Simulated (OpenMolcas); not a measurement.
# Ne⁺: CASSCF terms and fine-structure levels

Which level of Ne⁺ lies lowest, and where do the others fall? The reference wave functions come first, then spin-orbit coupling.

The numbers are computed with OpenMolcas 26.06 (state-averaged CASSCF, spin-orbit coupling by RASSI with atomic mean-field integrals), except any that are marked as measured or tabulated.

## Step 1: The system

* Species: Ne⁺ (neon, Z = 10, 9 electrons)
* Basis: ANO-RCC-MB [2s1p], 5 functions
* Scalar Hamiltonian: DKH2, point nucleus
* Inactive shells: 1s
* Active space: 7 electrons in 4 orbitals (2s 2p)
* Some configurations of this space: 2s 2p6, 2s2 2p5
* Orbitals: optimised for each spin and parity, averaged over the low roots

The outer shells:

2s 2p6
```
2s [↑ ]
2p [↑↓][↑↓][↑↓]
```

2s2 2p5
```
2s [↑↓]
2p [↑↓][↑↓][↑ ]
```

The work runs as a chain of OpenMolcas steps in one folder; each step below is one input file. Labels, J, g values, rates, χT and fits are worked out afterwards by a script from the matrices that RASSI stores.

## Step 2: One- and two-electron integrals

File a.inp:

```
&GATEWAY
Coord
1

Ne 0.0 0.0 0.0
Basis=ANO-RCC-MB
Group=XYZ
NoMove
AngMom=0.0 0.0 0.0
AMFI
&SEWARD
```

Command:

```bash
$ OMP_NUM_THREADS=1 MOLCAS_MEM=1689 MOLCAS_PROJECT=a pymolcas a.inp > a.log
```

## Step 3: Reference wave functions, doublets of odd parity, 3 roots

File a.inp:

```
&RASSCF
FileOrb=start.orb
Symmetry=2
Spin=2
nActEl=7 0 0
Inactive=1 0
Ras2=1 3
CIRoot=3 3 1
SDav=3
CIMx=300
Iter=120 100
PrWF=0.3
OrbListing=Nothing
MaxOrb=0
Atom
>>> COPY $Project.JobIph JOB001
```

start.orb holds the contracted functions of the basis, ordered by shell, or the orbitals of the step before.

## Step 4: CASSCF: doublets of even parity, 1 root

File a.inp:

```
&RASSCF
FileOrb=start.orb
Symmetry=1
Spin=2
nActEl=7 0 0
Inactive=1 0
Ras2=1 3
CIRoot=1 1 1
SDav=1
CIMx=300
Iter=120 100
PrWF=0.3
OrbListing=Nothing
MaxOrb=0
Atom
>>> COPY $Project.JobIph JOB002
```

## Step 5: State interaction with spin-orbit coupling

File a.inp:

```
&RASSI
NrOfJobIphs=2 3 1
1 2 3
1
IphNames
JOB001
JOB002
EJob
SpinOrbit
DIPRint=1.0
SOCoupling=1000.0
Subsets=2
MEES
Property=10
'ANGMOM' 1 'ANGMOM' 2 'ANGMOM' 3 'MLTPL  1' 1 'MLTPL  1' 2 'MLTPL  1' 3
'AMFI' 1 'AMFI' 2 'AMFI' 3 'MLTPL  2' 6
SOProperty=3
'ANGMOM' 1 'ANGMOM' 2 'ANGMOM' 3
```

(Steps that only read results are left out.)

What does the calculation give? Wanted: lowest level; first excited level; lowest level of another term; spin-orbit lowering of the lowest level; strongest of the lines computed, by gA, at CASSCF energies.

**Answer**, as computed:

| quantity | value |
| --- | --- |
| method | CASSCF |
| lowest level | 2s2 2p5 2P* 3/2, 100 % of that term, g = 1.334 |
| ground level listed by NIST | 2P°3/2 |
| first excited level | 2s2 2p5 2P* 1/2 at 0.0874 eV |
| lowest level of another term | 2s 2p6 2S 1/2 at 29.5110 eV |
| spin-orbit lowering of the lowest level | 0.0291 eV |
| strongest of the lines computed, by gA, at CASSCF energies | 2s 2p6 2S 1/2 → 2s2 2p5 2P* 3/2, 42.01 nm, A = 1.43e+10 s⁻¹ |

The multiplet 2P* is inverted. The computed levels miss the measured ones by 11000 cm⁻¹ on average. Only the configurations of the active space and the roots asked for are present. Levels of other configurations are missing from the list.
